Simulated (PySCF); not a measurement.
# C2HF5S: the cost of one run

Programs: PySCF 2.14.0, with density-fitted response routines of our own. Each step states its level of theory. These are calculated values for one molecule in the gas phase, unless marked as measured. Atoms count from 0, in the outputs and in this text.

### Step 1. Starting geometry

9 atoms, charge 0, multiplicity 1; geometry from: GFN2-xTB. The atoms were then displaced at random by about 0.01 Å, so the start is not that level's minimum.

Bonds of the start (Å): C0–C1 1.22, C1–S2 1.79, S2–F3 1.62, S2–F4 1.64, S2–F5 1.63, S2–F6 1.65, S2–F7 1.57, C0–H8 1.03.

### Step 2. Optimising the geometry at PBE0-D3(BJ)/def2-TZVP

The job: settings as JSON, then the geometry in Å.

```
{"job": {"xc": "PBE0", "basis": "def2-TZVP", "d3": "d3bj", "grid": 2, "shake": 0.01, "kind": "geom"}, "charge": 0, "multiplicity": 1}
C      2.165650    -0.444490    -0.224810
C      0.973620    -0.191770    -0.103970
S     -0.774180     0.146660     0.068820
F     -1.069700    -0.651080    -1.311830
F     -0.624350     1.540330    -0.777190
F     -0.987510    -1.224950     0.929880
F     -0.494460     0.968270     1.473400
F     -2.304150     0.456830     0.232690
H      3.172890    -0.616960    -0.320720
```

On the command line:

```bash
OMP_NUM_THREADS=2 python probes_run.py task.json out
```

One launch serves the whole session: the jobs run in the order shown.

**Question.** How long does this first job take on 2 threads of AMD EPYC 9R45, shared host, and how much memory does it need?

About 2.6 min, with a peak of 1.3 GiB.
